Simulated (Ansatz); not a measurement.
# CH₅AlN₂O: one species, many methods

An exercise on one series of results from a longer session: the logs are not shown, and one member is left open.

The runs use Ansatz 0.2.0, Gaussian basis; functionals in def2-TZVPP, the program's frozen cores in correlated methods.

Levels to be run: LDA (SPW92), PBE-D4, revPBE-D4, BLYP-D4, r2SCAN-D4, B97M-V, PBE0-D4, B3LYP-D4, r2SCANh-D4, r2SCAN0-D4, HSE06-D4, BHLYP-D4, CAM-B3LYP-D4, LC-ωPBE, ωB97X-V, ωB97M-V, B2PLYP, PBE-QIDH; CCSD(T)/def2-SVP; CCSD(T)/def2-TZVPP; MP2/def2-QZVPP; extrapolation to the limit; RPA on PBE.

**The relaxed structure**

The geometry comes from an earlier relaxation with PBE0-D4 in a triple-zeta def2 set; it is a stationary point, not always the lowest conformer.

SMILES `[OH][Al]1[NH]C[NH]1`, 10 atoms, charge 0, spin multiplicity 1.

Atoms are counted from 1 here; the program's logs count them from 0.

Bond lengths: O1–Al2 1.683 Å, O1–H6 0.954 Å, Al2–N3 1.766 Å, Al2–N5 1.770 Å, N3–C4 1.467 Å, N3–H7 1.002 Å, C4–N5 1.468 Å, C4–H8 1.101 Å, C4–H9 1.101 Å, N5–H10 1.002 Å. Angles: Al2–O1–H6 126.8°, O1–Al2–N3 137.9°, O1–Al2–N5 142.5°, N3–Al2–N5 79.6°, Al2–N3–C4 89.8°, Al2–N3–H7 145.9°, C4–N3–H7 118.2°, N3–C4–N5 100.9°, N3–C4–H8 111.7°, N3–C4–H9 112.1°, N5–C4–H8 112.0°, N5–C4–H9 111.6°, H8–C4–H9 108.4°, Al2–N5–C4 89.6°, Al2–N5–H10 146.0°, C4–N5–H10 117.9°.

Set-up of the first run:

in.yaml reads:

```yaml
crystal:
  periodic: [false, false, false]
  atoms:
    - {symbol: O, position_ang: [0.958484, -0.149210, -2.539496]}
    - {symbol: Al, position_ang: [0.380742, -0.061902, -0.960897]}
    - {symbol: N, position_ang: [0.953339, -0.438157, 0.666279]}
    - {symbol: C, position_ang: [-0.327324, 0.018479, 1.217504]}
    - {symbol: N, position_ang: [-1.034563, 0.410295, -0.008175]}
    - {symbol: H, position_ang: [0.486175, 0.083344, -3.334809]}
    - {symbol: H, position_ang: [1.521701, -1.043754, 1.226426]}
    - {symbol: H, position_ang: [-0.849862, -0.787167, 1.755185]}
    - {symbol: H, position_ang: [-0.202360, 0.869655, 1.903835]}
    - {symbol: H, position_ang: [-1.803234, 1.047419, 0.077148]}
basis:
  gaussian: {orbitals: def2-TZVPP}
hamiltonian: {xc: lda}
output: {orbitals: {seedname: orbitals}}
```

Among the steps run: LDA; PBE-D4 (GGA); revPBE-D4 (GGA); BLYP-D4 (GGA); r2SCAN-D4 (meta-GGA); B97M-V (meta-GGA); PBE0-D4 (hybrid); B3LYP-D4 (hybrid); r2SCANh-D4 (hybrid); r2SCAN0-D4 (hybrid); HSE06-D4 (hybrid); BHLYP-D4 (hybrid); CAM-B3LYP-D4 (range-separated); LC-ωPBE (range-separated); ωB97X-V (range-separated); ωB97M-V (range-separated); B2PLYP (double hybrid); PBE-QIDH (double hybrid).

One of the session's tables, all rows but one given; the rest of the session is left out.

It belongs to the step «Orbital energies across the functionals». 

| functional | HOMO (eV) | gap (eV) |
| --- | --- | --- |
| LDA (SPW92) | -5.21 | 4.03 |
| PBE-D4 | -5.07 | 4.08 |
| revPBE-D4 | -5.02 | 4.12 |
| BLYP-D4 | -4.97 | 3.99 |
| r2SCAN-D4 | -5.30 | 4.80 |
| B97M-V | -5.35 | 4.52 |
| PBE0-D4 | -6.39 | 6.22 |
| B3LYP-D4 | -6.18 | 5.70 |
| r2SCANh-D4 | -5.79 | 5.56 |
| r2SCAN0-D4 | -6.55 | 6.69 |
| HSE06-D4 | -5.98 | 5.45 |
| BHLYP-D4 | -7.64 | 8.16 |
| CAM-B3LYP-D4 | -7.80 | 8.47 |
| LC-ωPBE | -9.17 | 11.11 |
| ωB97X-V | ? | ? |
| ωB97M-V | -8.72 | 10.09 |

**Question.** Estimate the row for ωB97X-V.

The run gave: HOMO (eV): -8.81; gap (eV): 10.54. In the column «HOMO (eV)» it lies between LC-ωPBE (-9.17) and ωB97M-V (-8.72).
